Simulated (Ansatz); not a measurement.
# KBr: how the settings move a single-point run

How sensitive is a single-point run of KBr to its settings? A reference run comes first, then six runs with altered input.

Method: reference: DFT, PBE, plane waves, PAW, in Ansatz 0.2.0.

2 further runs of the same task are left out: 2 that didn't finish.

**1. The system as given**

Symmetry: Fm-3m, No. 225, cubic system. Conventional cell: a = 6.604 Å, b = 6.604 Å, c = 6.604 Å, α = 90.00°, β = 90.00°, γ = 90.00°. Around K (site symmetry m-3m) lie 6 Br at 3.30 Å. Br (site symmetry m-3m) is surrounded by 6 K at 3.30 Å.

Coordinates:

```
K Br
1.0
     0.00000    3.30225    3.30225
     3.30225    0.00000    3.30225
     3.30225    3.30225    0.00000
K Br
1 1
Cartesian
  0.0000 0.0000 0.0000
  3.3022 3.3022 3.3022
```

**2. Reference**

input.yaml reads:

```yaml
crystal:
  lattice:
    - [0.0, 3.3022478341, 3.3022478341]
    - [3.3022478341, 0.0, 3.3022478341]
    - [3.3022478341, 3.3022478341, 0.0]
  atoms:
    - { symbol: K, position: [0.0, 0.0, 0.0] }
    - { symbol: Br, position: [0.5, 0.5, 0.5] }
kpoints:
  mp_grid: { grid: [4, 4, 4] }
hamiltonian:
  xc: pbe
scf:
  occupations: { method: fixed }
  n_extra_bands: 4
output:
  forces: true
  stress: true
  eigenvalues: true
```

Started as:

```sh
$ ansatz run input.yaml --threads 4 --pin off --max-ram 3686MiB --backend cpu --events-out ev --progress --plain --runs-dir out
```

**3. Variant: xc_grid 1**

input.yaml, as its differences from that of step 2:

```diff
@@ -19 +19,3 @@
   eigenvalues: true
+basis:
+  xc_grid: 1
```

**4. Variant: occupations.method methfessel_paxton, occupations.width 0.5**

input.yaml, as its differences from that of step 2:

```diff
@@ -13,3 +13,3 @@
 scf:
-  occupations: { method: fixed }
+  occupations: { method: methfessel_paxton, width: 0.5 }
   n_extra_bands: 4
```

**5. Changing settings: xc lda**

input.yaml, as its differences from that of step 2:

```diff
@@ -11,3 +11,3 @@
 hamiltonian:
-  xc: pbe
+  xc: lda
 scf:
```

**6. Variant: xc mr2scan**

input.yaml, as its differences from that of step 2:

```diff
@@ -11,3 +11,3 @@
 hamiltonian:
-  xc: pbe
+  xc: mr2scan
 scf:
```

**7. Changed: exchange pbe, correlation pbe, coeff 0.15, omega 0.2078**

input.yaml, as its differences from that of step 2:

```diff
@@ -11,3 +11,6 @@
 hamiltonian:
-  xc: pbe
+  xc:
+    exchange: pbe
+    correlation: pbe
+    exx: { coeff: 0.15, omega: 0.2078 }
 scf:
```

**8. Changed: exchange pbe, correlation pbe, coeff 0.05, omega 0.5**

input.yaml, as its differences from that of step 2:

```diff
@@ -11,3 +11,3 @@
 hamiltonian:
-  xc: pbe
+  xc: { exchange: pbe, correlation: pbe, exx: { coeff: 0.05, omega: 0.5 } }
 scf:
```

Before running it: what results should come out? Wanted: for each run, ending; energy change; pressure; gap; force.

**Answer**, as computed:

```tsv
run	ending	energy change	pressure (GPa)	gap (eV)	force (eV/Å)	cycles	time
reference	converged	0	0.7	4.43	0.00	6	0.41 s
1: xc_grid 1	converged	0.0 meV/atom	0.7	4.43	0.00	6	0.37 s
2: occupations.method methfessel_paxton, occupations.width 0.5	converged	0.0 meV/atom (σ→0)	0.7	4.43	0.00	6	0.38 s
3: xc lda	converged	not comparable	-1.7	4.02	0.00	6	0.42 s
4: xc mr2scan	converged	not comparable	0.0	5.07	0.00	6	1 s
5: exchange pbe, correlation pbe, coeff 0.15, omega 0.2078	converged	not comparable	0.5	5.12	0.00	9	5.8 s
6: exchange pbe, correlation pbe, coeff 0.05, omega 0.5	converged	not comparable	0.6	4.55	0.00	8	6.2 s
```

Residual by cycle in the longest SCF loop of each run; runs are numbered as in the table. The quantity is the density residual dr2, in eV.

```tsv
cycle	reference	run 1	run 2	run 3	run 4	run 5	run 6
1	1.1e-5	1.1e-5	1.1e-5	0.00956	0.00364	0.00195	1.5e-4
2	4.3e-5	4.3e-5	5.6e-5	0.00174	3.0e-4	2.5e-4	2.0e-5
3	2.3e-6	2.5e-6	7.8e-6	1.6e-5	4.6e-5	4.6e-5	2.1e-6
4	1.1e-6	1.1e-6	6.2e-7	1.4e-7	8.4e-7	5.1e-7	3.0e-8
5	1.4e-7	1.4e-7	1.8e-7	1.2e-8	1.1e-8	1.0e-7	-
6	1.2e-8	1.3e-8	4.5e-8	1.3e-9	3.0e-10	-	-
```

What this shows: Of the converged runs whose energies compare with the reference's, none moves it noticeably. Of the variants the dearest is «exchange pbe, correlation pbe, coeff 0.05, omega 0.5» (6.2 s), the cheapest «xc_grid 1» (0.37 s), on a shared host.
